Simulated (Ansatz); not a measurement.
# GeF₂+ (doublet): wave-function methods side by side, cc-pVDZ

One table from this session's results is given with a row withheld; the runs are named, their logs left out.

Computed with Ansatz 0.2.0, Gaussian basis. Level: cc-pVDZ, core rule «outside noble gas», up to 16 orbitals frozen.

To be run: UHF; CCSD(T) on ROHF; CCSD(T) on UHF; BCCD(T) on ROHF; CISD as a restricted active space (open shells left free, so some higher excitations enter); CCSDT(Q) on ROHF; CCSDT(Q) on UHF; CASSCF and MRCISD+Q, 13 electrons in 10 orbitals; CASSCF and MRCISD+Q(relaxed), 13 electrons in 10 orbitals; CASSCF and NEVPT2, 13 electrons in 10 orbitals.

28 further runs of the same task are left out: 5 for a known fault of the program, 7 that didn't finish, 16 set aside as unsound or not needed. Runs told in other sessions of the task aren't counted.

## What is computed

The geometry is a PBE0/def2-TZVP stationary point (not a proven minimum) of the parent state, kept for this charge and spin. No spin-orbit coupling is included. The filled d shell of Ge may be among the frozen orbitals whatever the setting's name suggests.

3 atoms, charge 1, spin multiplicity 2.

Atoms are counted from 1 here; the program's logs count them from 0.

Bond lengths: Ge1–F2 1.738 Å, Ge1–F3 1.738 Å. Angles: F2–Ge1–F3 113.8°.

The first run:

in.yaml reads:

```yaml
crystal:
  periodic: [false, false, false]
  atoms:
    - {symbol: Ge, position_ang: [0.000000, -0.325890, 0.000000]}
    - {symbol: F, position_ang: [0.000000, 0.623017, -1.456249]}
    - {symbol: F, position_ang: [0.000000, 0.623017, 1.456249]}
basis:
  gaussian: {orbitals: cc-pVDZ}
total_charge: 1
magnetization: {spin_polarized: true, initial_magnetization: 1}
hamiltonian: {xc: hf}
output: {orbitals: {seedname: orbitals}}
```

On the command line:

```
> ansatz run in.yaml --threads 1 --pin off --events-out ev --progress --plain --max-ram 2393MiB
```

Steps of the session up to this table: UHF; CCSD(T) on ROHF; CCSD(T) on UHF; BCCD(T) on ROHF; CISD as a restricted active space (open shells left free, so some higher excitations enter); CCSDT(Q) on ROHF; CCSDT(Q) on UHF; CASSCF and MRCISD+Q, 13 electrons in 10 orbitals; CASSCF and MRCISD+Q(relaxed), 13 electrons in 10 orbitals; CASSCF and NEVPT2, 13 electrons in 10 orbitals.

One of the session's tables, all rows but one given; the rest of the session is left out.

| method | from UCCSDT(Q) (meV) |
| --- | --- |
| ROHF | +12738.6 |
| UHF | +12606.0 |
| RMP2 | +454.4 |
| UMP2 | +484.2 |
| RCCSD | ? |
| UCCSD | +385.6 |
| RCCSD(T) | +80.3 |
| UCCSD(T) | +77.2 |
| BCCD(T) | +69.7 |
| RCCSDT | +51.7 |
| UCCSDT | +46.1 |
| RCCSDT(Q) | +19.5 |
| UCCSDT(Q) | 0 |
| CASSCF valence | +10062.8 |
| NEVPT2 valence | +976.7 |
| MRCISD valence | +812.8 |
| MRCISD+Q valence | +149.1 |
| MRCISD+Q(relaxed) valence | +92.0 |

**Question.** Estimate the row for RCCSD.

The run gave: from UCCSDT(Q) (meV): +399.1. In the column «from UCCSDT(Q) (meV)» it lies between UCCSD (+385.6) and RMP2 (+454.4).

Not comparable, so not listed: CISD as a restricted active space (open shells left free, so some higher excitations enter) (they don't share determinant, frozen orbitals or solution with the rows shown, or repeat one).

Caveats from the session: Restricted and unrestricted rows rest on different reference determinants; a gap between their highest levels can come from leftover correlation error, from unlike frozen cores or from another state.
